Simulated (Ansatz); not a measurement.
Runs of Ansatz 0.2.0 on Ta3AsAu2O13. The structure is monoclinic, space group Cm (No. 8). Conventional cell: a = 13.601 Å, b = 3.843 Å, c = 10.515 Å, α = 90.00°, β = 99.65°, γ = 90.00°. Ta (site symmetry m) has 4 O at 1.84 to 1.97 Å as nearest neighbours. Ta (site symmetry m) is surrounded by 5 O at 1.82 to 2.06 Å. Around Ta (site symmetry m) lie 5 O at 1.83 to 2.10 Å. As (site symmetry m) is surrounded by 3 O at 1.70 to 1.95 Å. Au (site symmetry m) has 4 O at 1.98 to 2.05 Å as nearest neighbours. Au (site symmetry m) has 4 O at 1.93 to 2.06 Å as nearest neighbours. O (site symmetry m) has 2 Ta at 1.84 to 2.06 Å as nearest neighbours. O (site symmetry m) has 1 Ta at 1.90 Å and 1 Au at 1.98 Å as nearest neighbours. The cell was built by a generator and needn't be a form met in nature.

```tsv
task	level	potentials or basis	cell	k mesh	cutoff (eV)	gap on the mesh (eV)	pressure (GPa)	relaxed volume (Å³/atom)	largest force (eV/Å)
relaxation of cell and atoms	PBE+D3(BJ)	Ansatz PAW	relaxed	5 × 5 × 2	420	none	0.0	14.03	0.01
relaxation of cell and atoms	PBEsol+D3(BJ)	Ansatz PAW	relaxed	5 × 5 × 2	420	none	0.0	(a)	0.01
single point	PBE	Ansatz PAW	atoms moved at random, drawn with an rms of 0.05 Å	7 × 7 × 3	420	none	0.5	-	2.87
single point	PBE	Ansatz PAW earlier set	as given	7 × 7 × 3	900	none	0.1	-	0.02
relaxation of cell and atoms	PBE+D4	Ansatz PAW	relaxed	5 × 5 × 2	420	none	0.0	14.03	0.01
single point	PBE	Ansatz NC	as given	7 × 7 × 3	1240	none	(b)	-	0.07
single point	PBE	Ansatz PAW	as given	7 × 7 × 3	420	none	0.0	-	0.01
```

Alike in all rows: no spin polarisation; smearing fermi-dirac 0.05 eV.

Problem. Estimate the missing entries.

Solution. (a) 13.59; (b) 0.2.

Caveats: the plane-wave basis is chosen anew once the cell has moved, so the energies of steps on either side of that aren't comparable (some runs); pairwise dispersion overbinds metals, which lowers pressure and volume (some runs); the PAW data sets come from PBE, with cores solved anew for the run's functional, which leaves a small shift of forces and pressure (some runs).

A k mesh can miss the band edges, and the runs leave out spin-orbit coupling on As, Au, Ta.

A gap of «none» marks a metal or a gap under the smearing width.

The runs don't all hold the same shells in valence.
